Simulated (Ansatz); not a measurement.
# C2H7ClO2Si: the cost of one run

Program: Ansatz 0.2.0. Level of theory: UKS PBE0/STO-3G. These are calculated values, not measurements.

**1. The structure to begin with**

Bond lengths: Si1–O2 2.058 Å, O2–C3 1.412 Å, Si1–O4 1.576 Å, Si1–C5 2.187 Å, O4–C5 1.443 Å, Si1–H7 1.446 Å, Si1–Cl8 1.986 Å, C3–H9 1.093 Å, C3–H10 1.091 Å, C3–H11 1.095 Å, C5–H12 1.087 Å, C5–H13 1.090 Å. Angles (14 of 24 angles, heavy atoms first): Si1–O2–C3 126.1°, O2–Si1–O4 105.4°, O2–Si1–C5 72.0°, O2–Si1–Cl8 103.1°, O4–Si1–C5 41.2°, O4–Si1–Cl8 113.3°, C5–Si1–Cl8 144.6°, Si1–O4–C5 92.8°, Si1–C5–O4 46.0°, O2–Si1–H7 100.0°, O4–Si1–H7 118.2°, C5–Si1–H7 101.2°, H7–Si1–Cl8 114.1°, O2–C3–H9 110.5°.

Coordinates:

```xyz
13

Si    0.6419    0.7560    0.9012
O    -0.0501   -0.7528   -0.3158
C    -0.5960   -1.9827    0.1135
O    -0.0245    2.0746    0.3539
C     0.0787    1.6404   -1.0184
H    -0.1267    0.2709   -1.1000
H     2.0670    0.5866    0.7253
Cl   -0.0230    0.2283    2.6967
H     0.1480   -2.5568    0.6710
H    -0.8877   -2.5392   -0.7779
H    -1.4764   -1.8253    0.7454
H     1.0079    2.0016   -1.4512
H    -0.7591    2.0984   -1.5437
```

**2. Run 1**

150 steps of 0.5 fs at constant energy, with velocities drawn for 100 K.

input.yaml reads:

```yaml
crystal:
  periodic: [false, false, false]
  atoms:
    - { symbol: Si, position_ang: [0.6419, 0.756, 0.9012] }
    - { symbol: O, position_ang: [-0.0501, -0.7528, -0.3158] }
    - { symbol: C, position_ang: [-0.596, -1.9827, 0.1135] }
    - { symbol: O, position_ang: [-0.0245, 2.0746, 0.3539] }
    - { symbol: C, position_ang: [0.0787, 1.6404, -1.0184] }
    - { symbol: H, position_ang: [-0.1267, 0.2709, -1.1] }
    - { symbol: H, position_ang: [2.067, 0.5866, 0.7253] }
    - { symbol: Cl, position_ang: [-0.023, 0.2283, 2.6967] }
    - { symbol: H, position_ang: [0.148, -2.5568, 0.671] }
    - { symbol: H, position_ang: [-0.8877, -2.5392, -0.7779] }
    - { symbol: H, position_ang: [-1.4764, -1.8253, 0.7454] }
    - { symbol: H, position_ang: [1.0079, 2.0016, -1.4512] }
    - { symbol: H, position_ang: [-0.7591, 2.0984, -1.5437] }
magnetization:
  spin_polarized: true
basis:
  gaussian: { orbitals: STO-3G }
hamiltonian:
  xc: pbe0
md:
  timestep: 0.5
  n_steps: 150
  ensemble: nve
  temperature: 100.0
  initial_velocities: maxwell_boltzmann
  seed: 877831
```

Command:

```bash
$ ansatz run input.yaml --threads 1 --pin off --max-ram 2048MiB --backend cpu --events-out ev --progress --plain --runs-dir out
```

Q: Estimate wall time and peak memory on 1 thread of Intel Xeon 6975P-C (Granite Rapids), shared host.

About 7.2 min, with a peak of 0.2 GiB.
